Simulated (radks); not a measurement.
**Sc⁷⁺ in [Ne] 3s2 3p2: an all-electron calculation**

The task here is to estimate one member of a computed series from the others.

Method: scalar-relativistic Kohn-Sham, PBE, spin-polarised, spherical densities, point nucleus; open shells are filled with parallel spins first. Code: radks (a radial shooting solver on a logarithmic mesh, Libxc functionals) version 1.

## The atom as given

* element: scandium (Z = 21)
* charge: +7
* electrons: 14
* configuration: [Ne] 3s2 3p2

Outer shells as boxes (Hund's rule):

Sc⁷⁺
```
[Ne] core
3s [↑↓]
3p [↑ ][↑ ][  ]
```

Set-up of the first run:

The run's settings:

```text
Z 21
configuration [Ne] 3s2 3p2
relativity scalar-relativistic
functional pbe,pbe
spin polarised
nucleus point
c 137.035999084
```

Steps of the session up to this table: Self-consistent calculation.

One of the session's tables, all rows but one given; the rest of the session is left out.

It belongs to the step «Radial structure». Sizes of the orbitals, from the radial functions (bohr):

```
  level      <r>  outermost maximum (interpolated)  90 % within  nodes
  1s up        ?                                 ?            ?      ?
1s down  0.07302                            0.0478        0.130      0
  2s up   0.3418                             0.283        0.531      1
2s down   0.3416                             0.283        0.530      1
  2p up   0.3055                             0.231        0.502      0
2p down   0.3053                             0.232        0.502      0
  3s up   0.9641                             0.876         1.41      2
3s down   0.9679                             0.875         1.42      2
  3p up   0.9891                             0.888         1.47      1
3p down   0.9950                             0.888         1.49      1
```

**Question.** Estimate the row for 1s up.

The run gave: <r>: 0.07303; outermost maximum (interpolated): 0.0478; 90 % within: 0.130; nodes: 0. In the column «<r>» it lies between 1s down (0.07302) and 2p down (0.3053).

Limits of these values: Open shells are spherical and high-spin; term and fine-structure splittings are not resolved.
